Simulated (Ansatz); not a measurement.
# HF: the cost of one run

Program: Ansatz 0.2.0. Level of theory: DFT PBE+D3(BJ), plane waves, PAW, scalar-relativistic, no spin polarisation. These are calculated values, not measurements.

**1. The starting structure**

The cell holds 12 atoms (F6H6): a = 6.077 Å, b = 6.077 Å, c = 6.077 Å, α = 90.00°, β = 90.00°, γ = 90.00°.

Coordinates:

```xyz
12
Lattice="6.0768 0.0000 0.0000 0.0000 6.0768 0.0000 0.0000 0.0000 6.0768" Properties=species:S:1:pos:R:3 pbc="T T T"
F     4.2866    2.0488    4.1708
H     5.0560    2.0705    3.6419
F     5.8959    5.3316    0.2255
H     5.0730    5.7505    0.0855
F     5.5875    4.9838    2.9778
H     5.6663    4.9291    2.0489
F     2.0628    2.0827    2.7136
H     2.0062    2.0213    1.7834
F     1.8714    4.3057    5.6281
H     2.5294    4.9624    5.7166
F     3.8049    0.6349    2.5578
H     3.7258    0.0740    1.8153
```

**2. Preparing the start**

Input file input.yaml:

```yaml
crystal:
  lattice:
    - [6.076791, 0.0, 0.0]
    - [0.0, 6.076791, 0.0]
    - [0.0, 0.0, 6.076791]
  atoms:
    - { symbol: F, position: [0.7054076, 0.3371472, 0.686349] }
    - { symbol: H, position: [0.8320183, 0.3407156, 0.5993143] }
    - { symbol: F, position: [0.9702275, 0.8773717, 0.0371069] }
    - { symbol: H, position: [0.8348234, 0.9463128, 0.014066] }
    - { symbol: F, position: [0.9194807, 0.8201289, 0.4900353] }
    - { symbol: H, position: [0.932443, 0.8111283, 0.337166] }
    - { symbol: F, position: [0.339458, 0.3427311, 0.4465493] }
    - { symbol: H, position: [0.3301458, 0.3326339, 0.2934828] }
    - { symbol: F, position: [0.3079545, 0.7085408, 0.9261618] }
    - { symbol: H, position: [0.4162361, 0.8166187, 0.940732] }
    - { symbol: F, position: [0.6261362, 0.1044726, 0.4209123] }
    - { symbol: H, position: [0.6131124, 0.0121694, 0.2987299] }
basis:
  ecutwfc: 420.0
kpoints:
  mp_grid: { grid: [1, 1, 1] }
hamiltonian:
  xc: pbe
  dispersion: d3bj
scf:
  occupations: { method: fermi_dirac, width: 0.05 }
  lower_state_search: "off"
relax:
  f_tol: 0.3
  max_steps: 15
  adjacent_minimum: "off"
```

The run is started by

```bash
ansatz run input.yaml --threads 1 --pin off --max-ram 3072MiB --backend cpu --events-out ev --progress --plain --runs-dir out
```

What time and memory should one allow on 1 thread of Arm Neoverse V1, shared host?

About 18 s, with a peak of 0.32 GiB.
